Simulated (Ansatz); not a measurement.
This was printed by a script on Ansatz 0.2.0 through its Python package, for a single point in a Gaussian basis of GeH₆Si, SMILES [SiH3][GeH3]. What did the script look like? Level of theory: CCSD(T), 6-31G* basis, multiplicity 1.

```xyz
8

Si   -0.4750    0.3392   -0.9624
Ge    0.4958   -0.3928    0.9501
H    -1.9084    0.8644   -0.6646
H    -0.5362   -0.6974   -1.9584
H     0.2691    1.4814   -1.5553
H     0.5908    0.7774    1.9831
H     1.9516   -0.8923    0.6137
H    -0.2955   -1.5370    1.5380
```

```console
$ python energy_geh6si.py
converged              True
free_energy_ev         -64431.9609097029
reference_energy_ev    -64421.847449224435
n_frozen               14
n_occupied             [12, 12]
n_virtual              [40, 40]
coupled_cluster    -0.3638479 Ha
perturbative       -0.0078149 Ha
MP2 same spin -0.0900424 Ha, opposite spin -0.2469234 Ha
```

One script that gives this output:

`energy_geh6si.py`:
```python
"""Single point of GeH6Si in a Gaussian basis."""

import ansatz as az
from ase import Atoms


def main() -> None:
    atoms = Atoms(["Si", "Ge", "H", "H", "H", "H", "H", "H"], positions=[
        (-0.475, 0.3392, -0.9624),
        (0.4958, -0.3928, 0.9501),
        (-1.9084, 0.8644, -0.6646),
        (-0.5362, -0.6974, -1.9584),
        (0.2691, 1.4814, -1.5553),
        (0.5908, 0.7774, 1.9831),
        (1.9516, -0.8923, 0.6137),
        (-0.2955, -1.537, 1.538),
    ])
    geh6si = az.Crystal.molecule_from_ase(atoms)

    model = geh6si.calculation().basis(gaussian="6-31G*").correlation("CCSD(T)")
    result = model.run(threads=1)
    data = result.report

    for key in ("converged", "free_energy_ev", "reference_energy_ev", "n_frozen", "n_occupied", "n_virtual"):
        print(f"{key:22s} {data[key]}")

    parts = data["correlation"]
    for name in ("random_phase", "coupled_cluster", "perturbative"):
        if name in parts:
            print(f"{name:16s} {parts[name]['energy']['hartree']:12.7f} Ha")
    if "second_order" in parts:
        pair = parts["second_order"]
        print(f"MP2 same spin {pair['same_spin']['hartree']:.7f} Ha, opposite spin {pair['opposite_spin']['hartree']:.7f} Ha")


if __name__ == "__main__":
    main()
```

Notes:
- Total energies depend on the basis set; only differences at equal settings carry meaning.
- The geometry is a force-field or estimated start, not a minimum of this method, and the basis set is short of its limit.
- Hardware and time: 2.4 s on 1 thread of Arm Neoverse V1, on a shared host, peak memory 0.22 GiB.
